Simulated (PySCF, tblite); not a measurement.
# C₄H₈F₂GeS₂: geometry, infrared bands and NMR shifts

What infrared bands and NMR shifts should C₄H₈F₂GeS₂ (`CC(=S)C[S][GeH2][CH](F)F`) show?

Programs: tblite 0.8.0 and PySCF 2.14.0, with density-fitted response routines of our own. Each step states its level of theory. These are calculated values for one molecule in the gas phase, unless marked as measured. Atoms count from 0, in the outputs and in this text.

### Step 1. Starting geometry

17 atoms, charge 0, multiplicity 1; geometry from: force field or distance geometry start.

Bonds of the start (Å): C0–C1 1.51, C1–S2 1.45, C1–C3 1.50, C3–S4 1.81, S4–Ge5 2.23, Ge5–C6 1.94, C6–F7 1.38, C6–F8 1.38, C0–H9 1.10, C0–H10 1.12, C0–H11 1.10, C3–H12 1.12, C3–H13 1.11, Ge5–H14 1.54, Ge5–H15 1.54, C6–H16 1.11.

### Step 2. Relaxing the molecule with GFN2-xTB

The job: settings as JSON, then the geometry in Å.

```
{"job": {"kind": "relax", "xc": "GFN2-xTB", "basis": "xTB"}, "charge": 0, "multiplicity": 1}
C      2.817800     0.969200     0.656700
C      2.240500    -0.106900    -0.230900
S      3.135600    -0.833200    -1.103500
C      0.785600    -0.478300    -0.153100
S     -0.097100     0.116700    -1.615300
Ge    -2.058700    -0.740600    -1.003100
C     -2.773400     0.271800     0.494800
F     -2.866200     1.606800     0.155300
F     -4.021900    -0.220300     0.820200
H      3.265700     1.766200     0.037400
H      2.013700     1.438500     1.276200
H      3.575900     0.546900     1.339700
H      0.674700    -1.588400    -0.050900
H      0.326600    -0.034500     0.754000
H     -1.876100    -2.215400    -0.589500
H     -3.047800    -0.653300    -2.176400
H     -2.102000     0.166800     1.378400
```

Launch:

```console
> OMP_NUM_THREADS=1 python probes_run.py task.json out
```

One launch serves the whole session: the jobs run in the order shown.

Output:

```text
step      E/eV     max force
  0    -829.07581   12.645
  1    -829.66272    6.047
  2    -830.06200    3.228
  3    -830.19307    1.889
  4    -830.23318    0.360
  5    -830.24713    0.291
  6    -830.26078    0.145
  7    -830.26249    0.124
  8    -830.26755    0.121
  9    -830.26923    0.092
 10    -830.27095    0.117
 11    -830.27219    0.109
 12    -830.27359    0.117
 13    -830.27482    0.099
 14    -830.27606    0.126
 15    -830.27726    0.123
 16    -830.27844    0.090
 17    -830.27956    0.083
 18    -830.28083    0.104
 19    -830.28241    0.100
 20    -830.28411    0.085
 21    -830.28572    0.103
 22    -830.28735    0.103
 23    -830.28922    0.109
 24    -830.29154    0.154
 25    -830.29454    0.167
 26    -830.29846    0.143
 27    -830.30355    0.159
 28    -830.30955    0.176
 29    -830.31480    0.161
 30    -830.31826    0.121
 31    -830.32123    0.131
 32    -830.32513    0.196
 33    -830.33008    0.223
 34    -830.33511    0.169
 35    -830.33886    0.187
 36    -830.34193    0.130
 37    -830.34431    0.121
 38    -830.34691    0.120
 39    -830.34830    0.078
 40    -830.34932    0.076
 41    -830.35060    0.083
 42    -830.35236    0.127
 43    -830.35437    0.137
 44    -830.35617    0.104
 45    -830.35764    0.094
 46    -830.35922    0.118
 47    -830.36124    0.165
 48    -830.36360    0.163
 49    -830.36550    0.102
 50    -830.36669    0.100
 51    -830.36765    0.097
 52    -830.36892    0.131
 53    -830.37019    0.105
 54    -830.37121    0.068
 55    -830.37188    0.060
 56    -830.37248    0.080
 57    -830.37327    0.094
 58    -830.37447    0.102
 59    -830.37600    0.107
 60    -830.37742    0.096
 61    -830.37836    0.065
 62    -830.37894    0.055
 63    -830.37940    0.052
 64    -830.37981    0.049
 65    -830.38015    0.046
 66    -830.38041    0.037
 67    -830.38068    0.040
 68    -830.38088    0.029
 69    -830.38103    0.024
 70    -830.38115    0.028
 71    -830.38127    0.029
 72    -830.38140    0.030
 73    -830.38155    0.029
 74    -830.38173    0.029
 75    -830.38197    0.031
 76    -830.38224    0.040
 77    -830.38250    0.052
 78    -830.38271    0.044
 79    -830.38288    0.029
 80    -830.38304    0.034
 81    -830.38320    0.028
 82    -830.38335    0.028
 83    -830.38352    0.026
 84    -830.38373    0.031
 85    -830.38397    0.031
 86    -830.38416    0.028
 87    -830.38429    0.026
 88    -830.38441    0.027
 89    -830.38456    0.029
 90    -830.38475    0.046
 91    -830.38497    0.031
 92    -830.38517    0.025
 93    -830.38525    0.024
 94    -830.38540    0.025
 95    -830.38551    0.029
 96    -830.38564    0.029
 97    -830.38580    0.036
 98    -830.38608    0.041
 99    -830.38658    0.063
100    -830.38750    0.083
101    -830.38884    0.102
102    -830.38925    0.177
103    -830.39033    0.225
104    -830.39158    0.069
105    -830.39197    0.051
106    -830.39244    0.069
107    -830.39292    0.057
108    -830.39372    0.061
109    -830.39442    0.053
110    -830.39496    0.054
111    -830.39526    0.050
112    -830.39553    0.040
113    -830.39573    0.037
114    -830.39589    0.028
115    -830.39599    0.025
116    -830.39617    0.031
117    -830.39637    0.042
118    -830.39659    0.046
119    -830.39678    0.039
120    -830.39695    0.027
121    -830.39713    0.028
122    -830.39730    0.036
123    -830.39744    0.040
124    -830.39756    0.031
125    -830.39767    0.022
126    -830.39779    0.026
127    -830.39797    0.033
128    -830.39814    0.034
129    -830.39829    0.030
130    -830.39844    0.032
131    -830.39867    0.047
132    -830.39901    0.066
133    -830.39938    0.066
134    -830.39968    0.045
135    -830.39987    0.037
136    -830.40009    0.043
137    -830.40040    0.048
138    -830.40112    0.064
139    -830.40170    0.062
140    -830.40252    0.087
141    -830.40345    0.140
142    -830.40474    0.130
143    -830.40759    0.124
144    -830.41112    0.137
145    -830.41502    0.139
146    -830.41078    0.427
147    -830.41865    0.058
148    -830.41953    0.052
149    -830.42043    0.127
150    -830.42091    0.092
151    -830.42136    0.050
152    -830.42187    0.049
153    -830.42227    0.056
154    -830.42285    0.064
155    -830.42362    0.062
156    -830.42441    0.049
157    -830.42470    0.055
158    -830.42482    0.044
159    -830.42506    0.046
160    -830.42531    0.046
161    -830.42555    0.033
162    -830.42571    0.018
163    -830.42579    0.018
164    -830.42585    0.017
165    -830.42591    0.016
166    -830.42599    0.015
167    -830.42609    0.018
168    -830.42616    0.019
169    -830.42621    0.017
170    -830.42626    0.018
171    -830.42631    0.021
172    -830.42638    0.023
173    -830.42649    0.030
174    -830.42666    0.029
175    -830.42696    0.047
176    -830.42702    0.124
177    -830.42775    0.064
178    -830.42825    0.053
179    -830.42865    0.141
180    -830.42875    0.082
181    -830.42927    0.029
182    -830.42947    0.056
183    -830.42967    0.068
184    -830.42989    0.044
185    -830.43007    0.039
186    -830.43030    0.028
187    -830.43053    0.033
188    -830.43070    0.033
189    -830.43084    0.051
190    -830.43107    0.053
191    -830.43143    0.046
192    -830.43199    0.056
193    -830.43247    0.072
194    -830.43282    0.061
195    -830.42729    0.346
196    -830.43339    0.042
197    -830.43362    0.025
198    -830.43414    0.048
199    -830.43413    0.130
200    -830.43468    0.045
201    -830.43490    0.041
202    -830.43534    0.117
203    -830.43577    0.033
204    -830.43614    0.051
205    -830.43484    0.258
206    -830.43665    0.045
207    -830.43701    0.044
208    -830.41469    0.694
209    -830.43731    0.029
210    -830.43752    0.031
211    -830.43114    0.473
212    -830.43795    0.027
213    -830.43828    0.026
214    -830.43055    0.536
215    -830.43861    0.021
216    -830.43890    0.020
217    -830.43076    0.557
218    -830.43924    0.023
219    -830.43952    0.031
220    -830.43133    0.570
221    -830.43988    0.032
222    -830.44018    0.040
223    -830.43196    0.579
224    -830.44057    0.040
225    -830.44087    0.047
226    -830.43290    0.585
227    -830.44131    0.046
228    -830.44164    0.052
229    -830.43377    0.588
230    -830.44213    0.050
231    -830.44251    0.055
232    -830.43461    0.611
233    -830.44307    0.049
234    -830.44350    0.057
235    -830.43547    0.608
236    -830.44415    0.053
237    -830.44464    0.057
238    -830.43546    0.679
239    -830.44539    0.054
240    -830.44595    0.056
241    -830.43700    0.660
242    -830.44683    0.052
243    -830.44748    0.056
244    -830.43618    0.744
245    -830.44843    0.053
246    -830.44914    0.056
247    -830.43872    0.715
248    -830.45025    0.046
249    -830.45107    0.055
250    -830.43995    0.737
251    -830.45227    0.050
252    -830.45313    0.057
253    -830.44212    0.746
254    -830.45445    0.049
255    -830.45537    0.059
256    -830.44388    0.748
257    -830.45678    0.052
258    -830.45775    0.061
259    -830.44680    0.761
260    -830.45928    0.050
261    -830.46033    0.060
262    -830.44877    0.751
263    -830.46192    0.053
264    -830.46300    0.058
265    -830.45191    0.767
266    -830.46466    0.043
267    -830.46576    0.055
268    -830.45273    0.742
269    -830.46728    0.047
270    -830.46828    0.049
271    -830.45431    0.746
272    -830.46958    0.034
273    -830.47042    0.039
274    -830.46534    0.440
275    -830.47166    0.042
276    -830.47232    0.049
277    -830.47213    0.230
278    -830.47335    0.057
279    -830.47367    0.064
280    -830.47436    0.088
281    -830.47477    0.056
282    -830.47525    0.026
283    -830.47546    0.034
284    -830.47566    0.025
285    -830.47587    0.033
286    -830.47610    0.033
287    -830.47627    0.052
288    -830.47641    0.023
289    -830.47657    0.020
290    -830.47669    0.017
291    -830.47673    0.015
292    -830.47679    0.011
293    -830.47682    0.013
294    -830.47685    0.011
295    -830.47687    0.012
296    -830.47690    0.014
297    -830.47694    0.017
298    -830.47697    0.013
299    -830.47699    0.013
300    -830.47702    0.009
```

Wall time 3 s (1 thread of Arm Neoverse V1, shared host); peak memory 0.18 GiB.

Relaxation path: (not every step is listed) (the energy doesn't fall at every step)

```
step  energy from step 0 (eV)  largest force (eV/Å)
   0                   0.0000               12.6453
   1                  -0.5869                6.0473
   2                  -0.9862                3.2283
   3                  -1.1173                1.8887
   4                  -1.1574                0.3604
   5                  -1.1713                0.2913
   6                  -1.1850                0.1446
   7                  -1.1867                0.1242
   8                  -1.1917                0.1214
  36                  -1.2661                0.1299
  64                  -1.3040                0.0487
  92                  -1.3094                0.0248
 120                  -1.3211                0.0270
 148                  -1.3437                0.0522
 176                  -1.3512                0.1244
 204                  -1.3603                0.0508
 232                  -1.3588                0.6112
 260                  -1.3835                0.0502
 288                  -1.4006                0.0230
 295                  -1.4011                0.0122
 296                  -1.4011                0.0136
 297                  -1.4011                0.0166
 298                  -1.4012                0.0132
 299                  -1.4012                0.0128
 300                  -1.4012                0.0091
```

Close pairs (by a distance rule), those that changed most:

```
   bond  before (Å)  after (Å)  change (Å)
  C1–S2       1.446      1.623      +0.178
 Ge5–C6       1.944      2.027      +0.083
  C3–S4       1.809      1.861      +0.053
Ge5–H15       1.537      1.503      -0.034
Ge5–H14       1.543      1.508      -0.034
 C3–H12       1.120      1.091      -0.030
 C0–H10       1.118      1.091      -0.028
  C6–F7       1.381      1.355      -0.026
```

The end geometry stands in the next job.

### Step 3. Vibrational analysis with GFN2-xTB

The job: settings as JSON, then the geometry in Å.

```
{"job": {"kind": "ir", "xc": "GFN2-xTB", "basis": "xTB"}, "charge": 0, "multiplicity": 1}
C      2.837288     0.886052     0.461992
C      2.268561    -0.439925     0.110778
S      3.194176    -1.727145    -0.237477
C      0.786199    -0.556227     0.090192
S      0.098449     0.558737    -1.232103
Ge    -1.970780    -0.197858    -1.257447
C     -2.888435     0.233245     0.497937
F     -4.146321    -0.270031     0.479814
F     -2.227716    -0.412050     1.501582
H      2.494302     1.631304    -0.257771
H      2.485907     1.199442     1.445710
H      3.922910     0.852321     0.458981
H      0.483942    -1.580703    -0.130116
H      0.357493    -0.229759     1.039519
H     -2.018686    -1.699437    -1.391860
H     -2.727958     0.471456    -2.369454
H     -2.956327     1.292610     0.779813
```

Output:

```text
mode    cm-1     km/mol
  1      -6.3      1.85
  2      22.6      0.96
  3      26.4      3.39
  4      47.3      1.44
  5      84.6      7.15
  6     104.4      1.68
  7     111.1      0.90
  8     155.6      0.31
  9     201.6      9.55
 10     228.4      8.01
 11     325.8      8.30
 12     360.5      5.04
 13     375.3     31.99
 14     407.9     35.48
 15     460.4      6.76
 16     479.0      3.68
 17     527.5     11.87
 18     617.7    198.90
 19     656.4    199.94
 20     682.7      7.18
 21     771.4    160.00
 22     775.3     19.12
 23     853.9      0.38
 24     973.3      4.49
 25     985.9      0.21
 26     993.0    139.80
 27    1061.9     80.14
 28    1078.6      7.06
 29    1191.1      6.99
 30    1194.1     32.71
 31    1217.3     51.37
 32    1258.2      2.39
 33    1295.0     92.49
 34    1376.5     41.32
 35    1412.2      9.02
 36    1445.1     11.08
 37    1454.9      4.11
 38    1918.4    168.42
 39    2008.8    371.75
 40    2884.3     25.51
 41    2953.2      0.65
 42    2972.0      5.52
 43    2985.5      4.27
 44    3001.4      5.29
 45    3061.2     10.25
```

Run time: 0.88 s. Hardware: 1 thread of Arm Neoverse V1, shared host; peak memory 0.18 GiB.

The strongest bands and the atoms that carry them (share of the mass-weighted mode):

| cm⁻¹ | km/mol | atoms |
| --- | --- | --- |
| 618 | 198.9 | H15 80 % |
| 656 | 199.9 | H14 69 %, C6 22 % |
| 771 | 160.0 | H15 44 %, H14 42 % |
| 993 | 139.8 | C6 61 %, F8 25 %, F7 11 % |
| 1062 | 80.1 | C6 53 %, F7 26 %, F8 12 % |
| 1295 | 92.5 | C1 58 %, H12 14 % |
| 1918 | 168.4 | H14 76 %, H15 23 % |
| 2009 | 371.8 | H15 76 %, H14 22 % |

### Step 4. NMR shieldings: PBE0/pcSseg-1

The job, as its differences from that of step 3:

```diff
@@ -1,2 +1,2 @@
-{"job": {"kind": "ir", "xc": "GFN2-xTB", "basis": "xTB"}, "charge": 0, "multiplicity": 1}
+{"job": {"kind": "nmr", "xc": "PBE0", "basis": "pcSseg-1"}, "charge": 0, "multiplicity": 1}
 C      2.837288     0.886052     0.461992
```

Method: GIAO PBE0/pcSseg-1 NMR shielding, non-relativistic, gas phase.

Output:

```text
coarse grid: 71144 points
cycle   1  E = -3228.9536595190  dE =  3.547e-01  |g| = 1.098e+00  |ddm| = 3.941e+00
cycle   2  E = -3228.8031686279  dE =  1.505e-01  |g| = 1.406e+00  |ddm| = 1.564e+00
cycle   3  E = -3229.0810871206  dE = -2.779e-01  |g| = 2.285e-01  |ddm| = 1.133e+00
cycle   4  E = -3229.0898052028  dE = -8.718e-03  |g| = 1.191e-01  |ddm| = 3.373e-01
cycle   5  E = -3229.0932118615  dE = -3.407e-03  |g| = 3.056e-02  |ddm| = 1.596e-01
cycle   6  E = -3229.0934008186  dE = -1.890e-04  |g| = 5.036e-03  |ddm| = 2.720e-02
cycle   7  E = -3229.0934045157  dE = -3.697e-06  |g| = 1.314e-03  |ddm| = 5.735e-03
final grid: 147552 points
cycle   8  E = -3229.0933571492  dE =  2.716e-08  |g| = 1.563e-03  |ddm| = 3.722e-03
cycle   9  E = -3229.0933566070  dE =  5.422e-07  |g| = 2.290e-03  |ddm| = 3.800e-03
cycle  10  E = -3229.0933576480  dE = -1.041e-06  |g| = 4.188e-04  |ddm| = 2.437e-03
cycle  11  E = -3229.0933576959  dE = -4.787e-08  |g| = 8.871e-05  |ddm| = 5.496e-04
cycle  12  E = -3229.0933576976  dE = -1.663e-09  |g| = 7.515e-06  |ddm| = 8.850e-05
cycle  13  E = -3229.0933576976  dE = -1.546e-11  |g| = 4.542e-06  |ddm| = 1.028e-05
converged SCF energy = -3229.0933576976

GIAO shielding tensors (ppm)
atom      isotropic    diamagn.    paramagn.     s11        s22        s33       span
  0 C      145.790     247.156    -101.366    121.084    133.697    182.589     61.505
  1 C      -83.543     258.659    -342.202   -257.872   -137.060    144.304    402.176
  2 S     -586.636    1055.752   -1642.388  -1871.207   -406.223    517.521   2388.728
  3 C      134.253     254.061    -119.808    112.112    128.035    162.611     50.500
  4 S      620.045    1059.066    -439.021    497.717    504.945    857.472    359.756
  5 Ge    1426.809    2755.675   -1328.866   1314.247   1417.570   1548.609    234.362
  6 C       55.399     246.052    -190.653     33.518     63.507     69.172     35.654
  7 F      307.596     468.863    -161.267    184.370    308.917    429.502    245.132
  8 F      313.909     478.263    -164.354    185.819    317.708    438.200    252.381
  9 H       28.133      29.047      -0.913     23.285     29.634     31.481      8.195
 10 H       28.919      28.773       0.146     24.967     28.770     33.022      8.055
 11 H       28.492      28.272       0.220     24.632     28.087     32.758      8.127
 12 H       27.787      33.523      -5.736     22.017     27.560     33.784     11.767
 13 H       27.272      33.806      -6.534     22.770     27.791     31.255      8.485
 14 H       26.794      28.861      -2.067     20.147     22.470     37.765     17.618
 15 H       26.910      28.055      -1.145     20.152     21.656     38.923     18.771
 16 H       25.069      28.787      -3.718     22.596     24.705     27.906      5.310
```

Run time: 2.2 min. Hardware: 1 thread of Arm Neoverse V1, shared host; peak memory 1 GiB.

The references, computed at this level on geometries of the same kind, shield at (ppm): 1H TMS 31.72, 13C TMS 186.9, 19F CFCl3 170.9, 33S CS2 504, 73Ge GeMe4 1331. Their shielding less the atom's gives the shift. The references are single molecules in the gas phase, so shifts against H2O, NH3, PH3, H3PO4 or CFCl3 are not on the usual liquid scales and can be off by tens of ppm. Atoms listed in one row are averaged.

| atoms | environment | σ (ppm) | δ (ppm) |
| --- | --- | --- | --- |
| C1 | thiocarbonyl carbon | -83.5 | 270.5 |
| C6 | sp3 CH bonded to 2 F and Ge | 55.4 | 131.5 |
| C3 | sp3 CH2 bonded to S | 134.3 | 52.7 |
| C0 | methyl carbon | 145.8 | 41.1 |
| H16 | hydrogen on an sp3 CH bonded to 2 F and Ge | 25.07 | 6.65 |
| H14, H15 | hydrogen on a germanium bonded to C, S | 26.85 | 4.86 |
| H12, H13 | hydrogen on an sp3 CH2 bonded to S | 27.53 | 4.19 |
| H9, H10, H11 | hydrogen on a methyl carbon | 28.52 | 3.20 |
| S2 | thione sulfur | -587 | 1090 |
| S4 | sulfur bonded to C, Ge | 620 | -116 |
| Ge5 | germanium bonded to C, S, 2 H | 1427 | -96 |
| F7, F8 | fluorine of a CF2 group | 310.8 | -139.8 |

The run also stored atomic charges by several schemes (e):

```csv
atoms,Mulliken,IAO,Hirshfeld,ESP fit
C0,-0.15,-0.44,-0.12,-0.42
C1,-0.38,-0.02,0.05,0.34
S2,-0.02,-0.06,-0.10,-0.22
C3,-0.23,-0.33,-0.08,-0.36
S4,-0.22,-0.17,-0.08,-0.22
Ge5,0.32,0.56,0.31,0.22
C6,0.28,0.21,0.07,0.12
"F7, F8",-0.30,-0.30,-0.11,-0.17
```

Mayer bond orders: C0–C1 1.01, C1–S2 1.94, C1–C3 1.00, C3–S4 0.95, S4–Ge5 1.01, Ge5–C6 0.83, C6–F7 0.92, C6–F8 0.90.

The fields below are evaluated on a grid from the run's orbitals.

Frontier orbitals at PBE0/pcSseg-1, with the share of their density that lies nearest to each atom:

```csv
orbital,energy (eV),lies on
HOMO,-6.57,S2 81 %
LUMO,-2.38,S2 40 %; C1 38 %; S4 6 %
```

ELF in a plane through or near 6 of the atoms.

Ten even steps from '0' (0.00) to '9' (1.00):
```
0000000000000000000000000000
0000000000000000000000000000
0000000000000000000000000000
0000000000000000000110000000
0000000686100000000550000000
0000002999500000001760000000
0000002999400100003861441000
0000453797106610013246872000
0000887563018920014537783000
0000676486448820016657882000
0000000356784320124513651000
0000112463781520233300110000
0001688687447720367620000000
0003899556205610699980000000
0001788777300000799992000000
0000467777400000799981000000
0000123555400000389840000000
0000000122100000012100000000
0000000000000000000000000000
0000000000000000000000000000
```
The map spans 13.4 Å across and 9.1 Å up, centred on the molecule. Atoms in the plane (x, y in Å): C1 (-2.2, -0.5), C3 (-0.8, -0.4), C6 (2.8, 0.8), F7 (4.1, 0.6), H10 (-2.7, 1.6), H14 (2.2, -1.9).

On the surface of density 0.002 e/bohr³ the electrostatic potential runs, from the 1st to the 99th percentile, from -0.93 V near S2 to 1.40 V near H16.

### Step 5. Summary of results

```
                                                                 quantity                         value
                                strongest single infrared mode (GFN2-xTB)         2009 cm⁻¹, 372 km/mol
                                             zero-point energy (GFN2-xTB)                 67.2 kcal/mol
                                   13C shifts against TMS (PBE0/pcSseg-1)  270.5, 131.5, 52.7, 41.1 ppm
   1H shifts against TMS (PBE0/pcSseg-1, means over atoms taken as alike)    6.65, 4.86, 4.19, 3.20 ppm
                                   33S shifts against CS2 (PBE0/pcSseg-1)                1090, -116 ppm
                                73Ge shifts against GeMe4 (PBE0/pcSseg-1)                       -96 ppm
19F shifts against CFCl3 (PBE0/pcSseg-1, means over atoms taken as alike)                    -139.8 ppm
                                    surface potential, 1st and 99th percentile            -0.93 V and 1.40 V
```

What this shows: The optimisation took 300 steps and gained 1.401 eV; among the close pairs (by a distance rule), C1–S2 changed most, from 1.446 to 1.623 Å. The lowest mode is slightly imaginary (6i cm⁻¹), a soft motion within the noise of the Hessian, so the minimum is not strictly shown. The strongest single mode, at 2009 cm⁻¹, moves mainly H15. Unscaled tight-binding wavenumbers are off by several per cent, some by more. Its intensities can rank the bands wrongly. The most deshielded carbon is C1 (thiocarbonyl carbon), at 270.5 ppm: the small n→π* gap of C=S deshields it strongly. H16 (hydrogen on an sp3 CH bonded to 2 F and Ge) lies farthest downfield among hydrogen, at 6.65 ppm; its carbon carries F, hence the downfield position. At PBE0/pcSseg-1: The largest span, 2389 ppm, is at S2, where the paramagnetic term is -1642 ppm. By nearest atom (PBE0/pcSseg-1), the HOMO sits on S2 81 % and the LUMO on S2 40 %; C1 38 %. Spin-orbit coupling is left out, which matters for shieldings and couplings at and beside the heavy atoms.
